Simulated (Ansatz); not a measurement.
# Alloy of AgCl and AgBr (26 of 32 Cl sites exchanged), 64 atoms

Aim: relax the alloy cell and compare the gap by PBEsol, HSE06 and r²SCAN.

Program: Ansatz 0.2.0, PAW, plane waves. These are calculated values, not measurements.

### 1 The starting cell

64 atoms (26 Br, 6 Cl, 32 Ag); a = 11.263 Å, b = 11.263 Å, c = 11.263 Å, α = 90.00°, β = 90.00°, γ = 90.00°. All atoms were shaken off their sites by about 0.02 Å along each axis.

The runs, in order: (2) PBEsol cell relaxation at the single k point (¼, ¼, ¼), on 1 × NVIDIA GB200 with 8 threads of Arm Neoverse-V2; (3) HSE06 single point at the Γ point alone, on 1 × NVIDIA GB200 with 8 threads of Arm Neoverse-V2; (4) r²SCAN single point at the Γ point alone, on 1 × NVIDIA GB200 with 8 threads of Arm Neoverse-V2.

### 2 PBEsol relaxation of the cell and the positions

Contents of in.yaml:

```yaml
crystal:
  lattice:
    - [11.263376, 0.000000, 0.000000]
    - [0.000000, 11.263376, 0.000000]
    - [0.000000, 0.000000, 11.263376]
  atoms:
    - { symbol: Br, position: [0.251306, 0.002569, 0.997792] }
    - { symbol: Br, position: [0.249037, 0.999912, 0.499451] }
    - { symbol: Br, position: [0.249035, 0.502564, 0.999589] }
    - { symbol: Br, position: [0.249088, 0.497318, 0.497338] }
    - { symbol: Br, position: [0.748427, 0.997826, 0.499912] }
    - { symbol: Br, position: [0.751403, 0.499206, 0.996328] }
    - { symbol: Br, position: [0.749716, 0.497618, 0.499694] }
    - { symbol: Br, position: [0.998702, 0.247687, 0.000912] }
    - { symbol: Br, position: [0.999671, 0.250364, 0.500667] }
    - { symbol: Br, position: [0.998886, 0.750551, 0.996947] }
    - { symbol: Br, position: [0.002622, 0.750162, 0.502533] }
    - { symbol: Br, position: [0.501136, 0.247686, 0.000152] }
    - { symbol: Br, position: [0.499291, 0.246152, 0.502539] }
    - { symbol: Br, position: [0.502425, 0.750020, 0.997490] }
    - { symbol: Br, position: [0.003660, 0.999241, 0.249043] }
    - { symbol: Br, position: [0.999209, 0.497958, 0.251375] }
    - { symbol: Br, position: [0.000320, 0.503042, 0.748111] }
    - { symbol: Br, position: [0.500800, 0.001301, 0.247452] }
    - { symbol: Br, position: [0.499424, 0.498574, 0.749782] }
    - { symbol: Br, position: [0.249816, 0.247864, 0.252552] }
    - { symbol: Br, position: [0.249264, 0.250970, 0.747642] }
    - { symbol: Br, position: [0.252654, 0.750211, 0.249646] }
    - { symbol: Br, position: [0.750967, 0.252385, 0.248032] }
    - { symbol: Br, position: [0.751519, 0.249614, 0.751333] }
    - { symbol: Br, position: [0.749887, 0.750085, 0.251547] }
    - { symbol: Br, position: [0.752682, 0.749137, 0.750161] }
    - { symbol: Cl, position: [0.749189, 0.001070, 0.000303] }
    - { symbol: Cl, position: [0.499003, 0.747201, 0.500933] }
    - { symbol: Cl, position: [0.002132, 0.001234, 0.751941] }
    - { symbol: Cl, position: [0.501106, 0.001801, 0.747422] }
    - { symbol: Cl, position: [0.497360, 0.502340, 0.249968] }
    - { symbol: Cl, position: [0.248815, 0.747961, 0.751847] }
    - { symbol: Ag, position: [0.997670, 0.998935, 0.001248] }
    - { symbol: Ag, position: [0.997658, 0.003753, 0.499230] }
    - { symbol: Ag, position: [0.001872, 0.499222, 0.001634] }
    - { symbol: Ag, position: [0.000817, 0.499791, 0.496366] }
    - { symbol: Ag, position: [0.499028, 0.004743, 0.999293] }
    - { symbol: Ag, position: [0.499973, 0.001202, 0.499150] }
    - { symbol: Ag, position: [0.499381, 0.500130, 0.001066] }
    - { symbol: Ag, position: [0.501694, 0.499643, 0.501608] }
    - { symbol: Ag, position: [0.250117, 0.252310, 0.002898] }
    - { symbol: Ag, position: [0.251636, 0.250442, 0.499672] }
    - { symbol: Ag, position: [0.248332, 0.750966, 0.001547] }
    - { symbol: Ag, position: [0.252493, 0.753146, 0.500333] }
    - { symbol: Ag, position: [0.748764, 0.247135, 0.999359] }
    - { symbol: Ag, position: [0.749556, 0.249983, 0.499151] }
    - { symbol: Ag, position: [0.748055, 0.750370, 0.001724] }
    - { symbol: Ag, position: [0.751695, 0.751868, 0.500165] }
    - { symbol: Ag, position: [0.249105, 0.999460, 0.252561] }
    - { symbol: Ag, position: [0.248715, 0.000354, 0.754710] }
    - { symbol: Ag, position: [0.250277, 0.498568, 0.247314] }
    - { symbol: Ag, position: [0.250668, 0.502283, 0.748656] }
    - { symbol: Ag, position: [0.748045, 0.000661, 0.248473] }
    - { symbol: Ag, position: [0.751123, 0.000806, 0.750113] }
    - { symbol: Ag, position: [0.751924, 0.501009, 0.249132] }
    - { symbol: Ag, position: [0.749756, 0.502405, 0.749092] }
    - { symbol: Ag, position: [0.004015, 0.249758, 0.250749] }
    - { symbol: Ag, position: [0.001011, 0.247085, 0.750220] }
    - { symbol: Ag, position: [0.001421, 0.747168, 0.251199] }
    - { symbol: Ag, position: [0.998734, 0.752167, 0.753773] }
    - { symbol: Ag, position: [0.498727, 0.251461, 0.246231] }
    - { symbol: Ag, position: [0.499022, 0.251684, 0.749611] }
    - { symbol: Ag, position: [0.499942, 0.750301, 0.248820] }
    - { symbol: Ag, position: [0.498650, 0.747567, 0.749956] }
  symmetry: { detect: false }
kpoints:
  mp_grid: { grid: [1, 1, 1], shift: [0.25, 0.25, 0.25] }
hamiltonian:
  xc: pbesol
scf:
  occupations: { method: fermi_dirac, width: 0.01 }
relax:
  f_tol: 0.03
  max_steps: 80
  escape_saddle: false
  adjacent_minimum: "off"
  cell: { fix: [shape] }
output:
  forces: true
  eigenvalues: true
  populations: true
```

Launch:

```console
$ ansatz run in.yaml --threads 8 --pin off --max-ram 118750MiB --runs-dir r --events-out ev --progress --plain --backend cuda --devices 0, --max-vram 170GiB
```

The runs that follow: Single point with HSE06; r²SCAN on the same atoms.

Before running it: what results should come out? Wanted: for each run, top filled to lowest empty.

The runs gave:

| level | time | k points | top filled to lowest empty (eV) |
| --- | --- | --- | --- |
| PBEsol, relaxation | 5.6 s (GPU) | (¼, ¼, ¼) | 1.59 |
| HSE06 | 26 s (GPU) | Γ | 2.00 |
| r²SCAN | 4.4 s (GPU) | Γ | 1.26 |

```
     quantity                                                                         value
   relaxation                                              5 recorded steps, 0.24 eV gained
largest shift                                                                 0.11 Å (Ag64)
 relaxed cell  a = 11.268 Å, b = 11.268 Å, c = 11.268 Å, α = 90.00°, β = 90.00°, γ = 90.00°
   mean bonds                                                    Ag–Br 2.829, Ag–Cl 2.769 Å
```

The relaxation lowers the energy by 0.24 eV; the largest shift is 0.11 Å (Ag64), while the volume changes by +0.1 %. The mean lengths of the listed bonds run from Ag–Cl 2.77 Å to Ag–Br 2.83 Å. At the same k points, r²SCAN gives a spacing 0.74 eV smaller than the 2.00 eV of HSE06. Rows on different k points differ by sampling as well as by level. The price of HSE06 is about 5.8 times the time of r²SCAN here. No spin–orbit coupling is included; with elements this heavy it would shift the edges. With one k point the spacing samples only the states that fold onto it, so it can exceed the gap over the zone.
